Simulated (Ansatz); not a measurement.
# C₈H₁₆: taking an electron away

Aim: the vertical ionisation energy of C₈H₁₆, as cation minus neutral at the neutral's geometry, on several levels, and how well −ε(HOMO) stands in for it.

Method: unrestricted cation, the program's frozen cores in correlated methods; program: Ansatz 0.2.0, Gaussian basis.

Levels to be run: UKS PBE-D4/def2-TZVPP; UKS r2SCAN-D4/def2-TZVPP; UKS PBE0-D4/def2-TZVPP; UKS B3LYP-D4/def2-TZVPP; UKS wB97X-V/def2-TZVPP; UKS wB97M-V/def2-TZVPP; UKS B2PLYP/def2-TZVPP; UHF-CCSD(T)/def2-TZVPP; UHF-MP2/def2-QZVPP; extrapolation to the limit; then −ε(HOMO) from the neutral's earlier runs with LDA (SPW92), PBE-D4, revPBE-D4, BLYP-D4, r2SCAN-D4, B97M-V, PBE0-D4, B3LYP-D4, r2SCANh-D4, r2SCAN0-D4, HSE06-D4, BHLYP-D4, CAM-B3LYP-D4, LC-ωPBE, ωB97X-V, ωB97M-V.

### 1 Structure used throughout

An earlier PBE0-D4 in a triple-zeta def2 set relaxation fixed the geometry.

SMILES `C[C@H]1CC[C@@H](C)CC1`, 24 atoms, charge 0, spin multiplicity 1.

Atoms are counted from 1 here; the program's logs count them from 0.

Bond lengths: C1–C2 1.518 Å, C1–H9 1.095 Å, C1–H10 1.093 Å, C1–H11 1.093 Å, C2–C3 1.525 Å, C2–C8 1.525 Å, C2–H12 1.100 Å, C3–C4 1.523 Å, C3–H13 1.097 Å, C3–H14 1.095 Å, C4–C5 1.529 Å, C4–H15 1.095 Å, C4–H16 1.097 Å, C5–C6 1.524 Å, C5–C7 1.529 Å, C5–H17 1.097 Å, C6–H18 1.093 Å, C6–H19 1.092 Å and more. Angles: C2–C1–H9 110.7°, C2–C1–H10 111.4°, C2–C1–H11 111.4°, H9–C1–H10 107.6°, H9–C1–H11 107.6°, H10–C1–H11 107.9°, C1–C2–C3 111.6°, C1–C2–C8 111.6°, C1–C2–H12 108.3°, C3–C2–C8 110.1°, C3–C2–H12 107.5°, C8–C2–H12 107.5°, C2–C3–C4 112.0°, C2–C3–H13 108.8°, C2–C3–H14 109.8°, C4–C3–H13 110.2°, C4–C3–H14 109.9°, H13–C3–H14 106.0° and more.

Coordinates:

```mol
C8H16
  3D, bonds by distance, orders not assigned

 24 24  0  0  0  0  0  0  0  0999 V2000
    1.0089   -2.5207   -0.2382 C   0  0
    0.7611   -1.1279    0.3126 C   0  0
    1.1826   -0.0484   -0.6782 C   0  0
    0.9223    1.3523   -0.1407 C   0  0
   -0.5345    1.5658    0.2728 C   0  0
   -1.4667    1.6612   -0.9285 C   0  0
   -0.9592    0.4679    1.2491 C   0  0
   -0.6977   -0.9322    0.7107 C   0  0
    0.4183   -2.6884   -1.1447 H   0  0
    2.0612   -2.6662   -0.4969 H   0  0
    0.7307   -3.2915    0.4856 H   0  0
    1.3712   -1.0011    1.2193 H   0  0
    0.6384   -0.1999   -1.6189 H   0  0
    2.2443   -0.1623   -0.9214 H   0  0
    1.2129    2.1032   -0.8829 H   0  0
    1.5634    1.5165    0.7341 H   0  0
   -0.5927    2.5236    0.8036 H   0  0
   -2.4947    1.8523   -0.6092 H   0  0
   -1.4742    0.7445   -1.5220 H   0  0
   -1.1655    2.4771   -1.5910 H   0  0
   -0.3997    0.5937    2.1841 H   0  0
   -2.0178    0.5846    1.5035 H   0  0
   -0.9808   -1.6782    1.4607 H   0  0
   -1.3318   -1.1260   -0.1636 H   0  0
  1  2  8  0
  2  3  8  0
  3  4  8  0
  4  5  8  0
  5  6  8  0
  5  7  8  0
  7  8  8  0
  1  9  8  0
  1 10  8  0
  1 11  8  0
  2 12  8  0
  3 13  8  0
  3 14  8  0
  4 15  8  0
  4 16  8  0
  5 17  8  0
  6 18  8  0
  6 19  8  0
  6 20  8  0
  7 21  8  0
  7 22  8  0
  8 23  8  0
  8 24  8  0
  2  8  8  0
M  END
```

### 2 Cation, UKS PBE-D4/def2-TZVPP

Input file in.yaml:

```yaml
crystal:
  periodic: [false, false, false]
  atoms:
    - {symbol: C, position_ang: [1.008895, -2.520696, -0.238235]}
    - {symbol: C, position_ang: [0.761054, -1.127879, 0.312588]}
    - {symbol: C, position_ang: [1.182591, -0.048364, -0.678196]}
    - {symbol: C, position_ang: [0.922329, 1.352343, -0.140664]}
    - {symbol: C, position_ang: [-0.534513, 1.565845, 0.272818]}
    - {symbol: C, position_ang: [-1.466680, 1.661217, -0.928473]}
    - {symbol: C, position_ang: [-0.959189, 0.467925, 1.249118]}
    - {symbol: C, position_ang: [-0.697694, -0.932197, 0.710661]}
    - {symbol: H, position_ang: [0.418343, -2.688351, -1.144689]}
    - {symbol: H, position_ang: [2.061233, -2.666178, -0.496867]}
    - {symbol: H, position_ang: [0.730697, -3.291481, 0.485621]}
    - {symbol: H, position_ang: [1.371157, -1.001089, 1.219251]}
    - {symbol: H, position_ang: [0.638393, -0.199939, -1.618865]}
    - {symbol: H, position_ang: [2.244260, -0.162259, -0.921426]}
    - {symbol: H, position_ang: [1.212866, 2.103171, -0.882884]}
    - {symbol: H, position_ang: [1.563375, 1.516456, 0.734125]}
    - {symbol: H, position_ang: [-0.592651, 2.523580, 0.803584]}
    - {symbol: H, position_ang: [-2.494701, 1.852277, -0.609155]}
    - {symbol: H, position_ang: [-1.474204, 0.744467, -1.522045]}
    - {symbol: H, position_ang: [-1.165475, 2.477084, -1.590992]}
    - {symbol: H, position_ang: [-0.399675, 0.593697, 2.184134]}
    - {symbol: H, position_ang: [-2.017836, 0.584568, 1.503491]}
    - {symbol: H, position_ang: [-0.980792, -1.678200, 1.460733]}
    - {symbol: H, position_ang: [-1.331753, -1.126009, -0.163634]}
basis:
  gaussian: {orbitals: def2-TZVPP}
total_charge: 1
magnetization: {spin_polarized: true, initial_magnetization: 1}
hamiltonian: {xc: pbe, dispersion: d4}
```

Command:

```sh
ansatz run in.yaml --threads 4 --pin off --events-out ev --progress --plain --max-ram 66560MiB --backend cuda --devices 0, --max-vram 37GiB
```

The runs that follow: Cation, UKS r2SCAN-D4/def2-TZVPP; Cation, UKS PBE0-D4/def2-TZVPP; Cation, UKS B3LYP-D4/def2-TZVPP; Cation, UKS wB97X-V/def2-TZVPP; Cation, UKS wB97M-V/def2-TZVPP; Cation, UKS B2PLYP (frozen core)/def2-TZVPP; Cation, UHF-CCSD(T)/def2-TZVPP; Cation, UHF-MP2/def2-QZVPP.

**Question.** What will the summary of the whole plan be? Wanted: ionisation energy, CCSD(T)/CBS; nearest functional by difference; nearest −ε(HOMO); −ε(HOMO) of PBE; T1 of the cation.

The runs gave:

| quantity | value |
| --- | --- |
| ionisation energy, CCSD(T)/CBS | 10.48 eV |
| nearest functional by difference | ωB97X-V (-0.21 eV) |
| nearest −ε(HOMO) | ωB97X-V (+0.02 eV) |
| −ε(HOMO) of PBE | 6.82 eV |
| T1 of the cation | 0.059 |

What this shows: By cation minus neutral, the functionals miss by 1.00 eV at most. The PBE orbital energy is 3.7 eV too small: a semilocal HOMO is no ionisation energy. Among orbital estimates ωB97X-V comes nearest. Hartree-Fock falls 0.34 eV short, as the neutral has more correlation energy than the cation. The cation's T1 (from the report) is 0.059, above the customary mark of 0.045 for open shells, so the coupled-cluster value is less safe.
